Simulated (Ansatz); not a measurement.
# ClFH4OSi2: the cost of one run

Method: the settings change from run to run; program: Ansatz 0.2.0, Gaussian basis.

**1. The relaxed structure**

The geometry comes from an earlier relaxation with PBE0-D4 in a triple-zeta def2 set; it is a stationary point, not always the lowest conformer.

SMILES `F[SiH](Cl)O[SiH3]`, 9 atoms, charge 0, spin multiplicity 1.

Atoms are counted from 1 here; the program's logs count them from 0.

Bond lengths: F1–Si2 1.584 Å, Si2–Cl3 2.036 Å, Si2–O4 1.603 Å, Si2–H6 1.466 Å, O4–Si5 1.647 Å, Si5–H7 1.481 Å, Si5–H8 1.483 Å, Si5–H9 1.483 Å. Angles: F1–Si2–Cl3 107.3°, F1–Si2–O4 109.6°, F1–Si2–H6 108.7°, Cl3–Si2–O4 110.5°, Cl3–Si2–H6 110.1°, O4–Si2–H6 110.6°, Si2–O4–Si5 149.6°, O4–Si5–H7 107.4°, O4–Si5–H8 109.5°, O4–Si5–H9 109.5°, H7–Si5–H8 110.2°, H7–Si5–H9 110.3°, H8–Si5–H9 110.0°.

**2. wB97X-V/aug-cc-pVDZ**

Options: high accuracy, the search for lower states set to full.

Input file in.yaml:

```yaml
crystal:
  periodic: [false, false, false]
  atoms:
    - {symbol: F, position_ang: [-2.311952, -0.644572, -0.745577]}
    - {symbol: Si, position_ang: [-1.488687, 0.120762, 0.370462]}
    - {symbol: Cl, position_ang: [-1.584963, 2.107687, -0.061392]}
    - {symbol: O, position_ang: [0.033202, -0.383446, 0.355468]}
    - {symbol: Si, position_ang: [1.553760, -0.291322, -0.271397]}
    - {symbol: H, position_ang: [-2.106244, -0.143243, 1.674087]}
    - {symbol: H, position_ang: [2.450673, -1.051112, 0.629568]}
    - {symbol: H, position_ang: [1.565738, -0.889308, -1.628219]}
    - {symbol: H, position_ang: [1.976972, 1.128355, -0.339999]}
basis:
  gaussian: {orbitals: aug-cc-pVDZ}
hamiltonian: {xc: {name: wB97X-V}}
accuracy: high
scf: {lower_state_search: full}
output: {forces: true}
```

On the command line:

```bash
$ ansatz run in.yaml --threads 4 --pin off --events-out ev --progress --plain --max-ram 10444MiB
```

**Question.** How long does this run take on 4 threads of Arm Neoverse V2, shared host, and how much memory does it need?

About 42 s, with a peak of 1.3 GiB.
